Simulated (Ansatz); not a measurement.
Crystal: NaLaMnMoO6.

```xyz
10
Lattice="-2.7229 2.7229 3.8989 2.7229 -2.7229 3.8989 2.7229 2.7229 -3.8989" Properties=species:S:1:pos:R:3 pbc="T T T"
Na    2.7229    0.0000    1.9494
La    0.0000    2.7229    1.9494
Mn    0.0000    0.0000    3.8989
Mo    0.0000    0.0000    0.0000
O     1.6123    1.1308    0.0001
O     1.5921   -1.1106    3.8988
O     1.1106    1.5921    3.8990
O     1.1308    3.8336   -0.0001
O     0.0000    0.0000    1.9646
O     0.0000    0.0000    5.8332
```

The cell was built by a generator and needn't be a form met in nature.

Base run:

```yaml
Program: Ansatz 0.2.0
Functional: PBE
Potentials_or_basis: all-electron LAPW, scalar-relativistic
Cutoff: 404 eV (chosen from the basis error)
Basis_error_allowed: 0.002 eV/atom
k_mesh: 7 × 7 × 7
Occupations: fermi-dirac, width 0.05 eV
Spin: collinear spin, ferromagnetic start
Starting_moments: "[0.0, 0.0, 4.0, 1.0, 0.0, 0.0, 0.0, 0.0, 0.0, 0.0] μB"
```

Its results: pressure 0.3 GPa; net moment 1.96 μB per cell; site moments Na +0.00; La -0.01; Mn +2.43; Mo -0.50; O +0.01 μB; largest force 0.071 eV/Å.

Q: After a change of settings the same cell gave: pressure -0.7 GPa; net moment 1.51 μB per cell; site moments Na +0.00; La -0.02; Mn +2.15; Mo -0.59; O +0.01, +0.00 μB; largest force 0.141 eV/Å. Which change was it?
A. potentials or basis from all-electron LAPW, scalar-relativistic to all-electron PAW datasets made for the crystal
B. k mesh from 7 × 7 × 7 to 4 × 4 × 4
C. basis error allowed from 0.002 eV/atom to 0.001 eV/atom
D. functional from PBE to LDA; k mesh from 7 × 7 × 7 to 5 × 5 × 5

A: B.

Caveats: some runs use coarse meshes; a cell with one magnetic atom can't hold antiferromagnetic order, which such compounds often take; the starting moments weren't kept; the k mesh is thin for a metal, which can move the energy by tens of meV per atom (some runs).

The runs don't all hold the same shells in valence.
